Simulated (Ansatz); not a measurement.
# Alloy of ZnS and MgS (12 of 32 Zn sites exchanged), 64 atoms

Wanted: the relaxed alloy cell and its gap (PBEsol and r²SCAN).

Program: Ansatz 0.2.0, PAW, plane waves. These are calculated values, not measurements.

## Step 1: The system as built

64 atoms (20 Zn, 12 Mg, 32 S); a = 10.937 Å, b = 10.937 Å, c = 10.937 Å, α = 90.00°, β = 90.00°, γ = 90.00°. All atoms were shaken off their sites by about 0.02 Å along each axis.

Steps to follow: (2) PBEsol cell relaxation at the single k point (¼, ¼, ¼), on 1 × NVIDIA GB300 Max-Q with 8 threads of Arm Neoverse-V2; (3) r²SCAN single point at the single k point (¼, ¼, ¼), on 1 × NVIDIA GB300 Max-Q with 8 threads of Arm Neoverse-V2.

## Step 2: PBEsol relaxation of the cell and the positions

File in.yaml:

```yaml
crystal:
  lattice:
    - [10.936937, 0.000000, 0.000000]
    - [0.000000, 10.936937, 0.000000]
    - [0.000000, 0.000000, 10.936937]
  atoms:
    - { symbol: Zn, position: [0.999150, 0.999026, 0.001513] }
    - { symbol: Zn, position: [0.996830, 0.999957, 0.500839] }
    - { symbol: Zn, position: [0.998646, 0.499669, 0.997975] }
    - { symbol: Zn, position: [0.499837, 0.001800, 0.000283] }
    - { symbol: Zn, position: [0.503892, 0.000515, 0.499971] }
    - { symbol: Zn, position: [0.496586, 0.496447, 0.999448] }
    - { symbol: Zn, position: [0.249450, 0.246811, 0.999417] }
    - { symbol: Zn, position: [0.251991, 0.251631, 0.499972] }
    - { symbol: Zn, position: [0.249487, 0.750191, 0.498923] }
    - { symbol: Zn, position: [0.750813, 0.749890, 0.999529] }
    - { symbol: Zn, position: [0.750971, 0.748459, 0.499810] }
    - { symbol: Zn, position: [0.248328, 0.002678, 0.748492] }
    - { symbol: Zn, position: [0.252654, 0.499570, 0.251845] }
    - { symbol: Zn, position: [0.253522, 0.503014, 0.748486] }
    - { symbol: Zn, position: [0.750412, 0.998979, 0.248532] }
    - { symbol: Zn, position: [0.001424, 0.248390, 0.251179] }
    - { symbol: Zn, position: [0.001589, 0.747664, 0.250834] }
    - { symbol: Zn, position: [0.002977, 0.750112, 0.748524] }
    - { symbol: Zn, position: [0.496746, 0.251341, 0.749693] }
    - { symbol: Zn, position: [0.500348, 0.746858, 0.748151] }
    - { symbol: Mg, position: [0.000852, 0.502793, 0.501932] }
    - { symbol: Mg, position: [0.498183, 0.501370, 0.498473] }
    - { symbol: Mg, position: [0.249885, 0.750075, 0.999890] }
    - { symbol: Mg, position: [0.751004, 0.249687, 0.003112] }
    - { symbol: Mg, position: [0.752126, 0.251308, 0.500175] }
    - { symbol: Mg, position: [0.252150, 0.997043, 0.248557] }
    - { symbol: Mg, position: [0.751253, 0.003304, 0.753529] }
    - { symbol: Mg, position: [0.750980, 0.497659, 0.248823] }
    - { symbol: Mg, position: [0.750415, 0.496785, 0.749573] }
    - { symbol: Mg, position: [0.996126, 0.247907, 0.751272] }
    - { symbol: Mg, position: [0.500450, 0.253333, 0.246154] }
    - { symbol: Mg, position: [0.497726, 0.752819, 0.250998] }
    - { symbol: S, position: [0.128102, 0.123610, 0.126126] }
    - { symbol: S, position: [0.127840, 0.122177, 0.627836] }
    - { symbol: S, position: [0.124602, 0.624763, 0.126760] }
    - { symbol: S, position: [0.126369, 0.623704, 0.624754] }
    - { symbol: S, position: [0.625448, 0.123602, 0.125344] }
    - { symbol: S, position: [0.626995, 0.121363, 0.622546] }
    - { symbol: S, position: [0.627375, 0.624673, 0.123672] }
    - { symbol: S, position: [0.625217, 0.627229, 0.627190] }
    - { symbol: S, position: [0.373783, 0.376149, 0.124362] }
    - { symbol: S, position: [0.375164, 0.375364, 0.623270] }
    - { symbol: S, position: [0.372645, 0.878068, 0.123477] }
    - { symbol: S, position: [0.372087, 0.880149, 0.625034] }
    - { symbol: S, position: [0.877000, 0.372405, 0.120838] }
    - { symbol: S, position: [0.874654, 0.373238, 0.624680] }
    - { symbol: S, position: [0.875400, 0.872355, 0.128357] }
    - { symbol: S, position: [0.875646, 0.876359, 0.623573] }
    - { symbol: S, position: [0.372310, 0.125429, 0.374438] }
    - { symbol: S, position: [0.375634, 0.125122, 0.877292] }
    - { symbol: S, position: [0.373335, 0.625709, 0.375079] }
    - { symbol: S, position: [0.371394, 0.625627, 0.874682] }
    - { symbol: S, position: [0.872464, 0.126848, 0.379306] }
    - { symbol: S, position: [0.875882, 0.126662, 0.874687] }
    - { symbol: S, position: [0.877954, 0.626264, 0.375286] }
    - { symbol: S, position: [0.874514, 0.623894, 0.874363] }
    - { symbol: S, position: [0.120780, 0.376134, 0.375521] }
    - { symbol: S, position: [0.125346, 0.374122, 0.875657] }
    - { symbol: S, position: [0.124983, 0.876894, 0.373759] }
    - { symbol: S, position: [0.124826, 0.874102, 0.874351] }
    - { symbol: S, position: [0.620573, 0.377581, 0.372484] }
    - { symbol: S, position: [0.623574, 0.372275, 0.876222] }
    - { symbol: S, position: [0.624668, 0.874173, 0.376065] }
    - { symbol: S, position: [0.626284, 0.874781, 0.874780] }
  symmetry: { detect: false }
kpoints:
  mp_grid: { grid: [1, 1, 1], shift: [0.25, 0.25, 0.25] }
hamiltonian:
  xc: pbesol
scf:
  occupations: { method: fermi_dirac, width: 0.01 }
relax:
  f_tol: 0.03
  max_steps: 80
  escape_saddle: false
  adjacent_minimum: "off"
  cell: { fix: [shape] }
output:
  forces: true
  eigenvalues: true
  populations: true
```

Launch:

```
$ ansatz run in.yaml --threads 8 --pin off --max-ram 118750MiB --runs-dir r --events-out ev --progress --plain --backend cuda --devices 0,
```

Further steps of the session: r²SCAN single point.

What does the calculation give? Wanted: for each run, top filled to lowest empty.

As calculated:

| level | time | top filled to lowest empty (eV) |
| --- | --- | --- |
| PBEsol, relaxation | 7.6 s (GPU) | 3.32 |
| r²SCAN | 6.1 s (GPU) | 4.00 |

| quantity | value |
| --- | --- |
| relaxation | 5 recorded steps, 1.58 eV gained |
| largest shift | 0.19 Å (S53) |
| relaxed cell | a = 10.932 Å, b = 10.932 Å, c = 10.932 Å, α = 90.00°, β = 90.00°, γ = 90.00° |
| mean bonds | Mg–S 2.429, S–Zn 2.332 Å |

**Reading.** The relaxation lowers the energy by 1.58 eV; the largest shift is 0.19 Å (S53), while the volume changes by -0.1 %. The mean lengths of the listed bonds run from S–Zn 2.33 Å to Mg–S 2.43 Å. With one k point the spacing samples only the states that fold onto it, so it can exceed the gap over the zone.
